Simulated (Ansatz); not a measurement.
What does this script print? It uses Ansatz 0.2.0, Python API.

Script `k.py`:
```python
from dataclasses import dataclass
from pathlib import Path

import ansatz as az
import numpy as np


@dataclass
class RunConfig:
    xc: str = "lda"
    occupations: str = "cold"
    smearing_width: float = 0.1
    mesh: tuple[int, ...] = (8, 8, 8)


opts = RunConfig()

vectors = np.array([
    [4.310439, 0.0, 0.0],
    [0.0, 4.310439, 0.0],
    [0.0, 0.0, 4.310439],
])
crystal = az.Lattice.of(vectors).atom("K", (0.0, 0.0, 0.0))

calculation = (
    crystal.calculation()
    .functional(opts.xc)
    .occupations(opts.occupations, width=opts.smearing_width)
    .kpoints(*opts.mesh)
    .phonons("dfpt", points=[(0, 0, 0), (0.5, 0, 0.5)])
)
outcome = calculation.run(threads=1, runs_dir="runs")
ph = outcome.phonons

for q in ph.qpoints:
    thz = np.asarray(q.omega_inv_cm) / 33.35641
    print("q = ({:.2f}, {:.2f}, {:.2f})".format(*q.q_frac), np.round(thz, 2) + 0.0, "THz")
```

```console
$ python k.py
DeckWarning: basis.ecutwfc = 420 eV, auto-derived from the records' recommended cutoffs: set by K (normal level)
q = (0.00, 0.00, 0.00) [0. 0. 0.] THz
q = (0.50, 0.00, 0.50) [-1.22  2.15  2.15] THz
```
(Warnings from the package without file and line.)

Caveats:
- The cell isn't relaxed first, so the values belong to this volume.
- A negative frequency stands for an imaginary mode.
- This isn't the structure that K takes at ambient conditions.
- The structure is taken as given; imaginary modes can come from an unrelaxed or unstable start. Phonons of metals also depend on mesh and smearing.
- Finished in 17 s on 1 thread of Arm Neoverse V1, with other jobs on the host, peak memory 0.56 GiB.
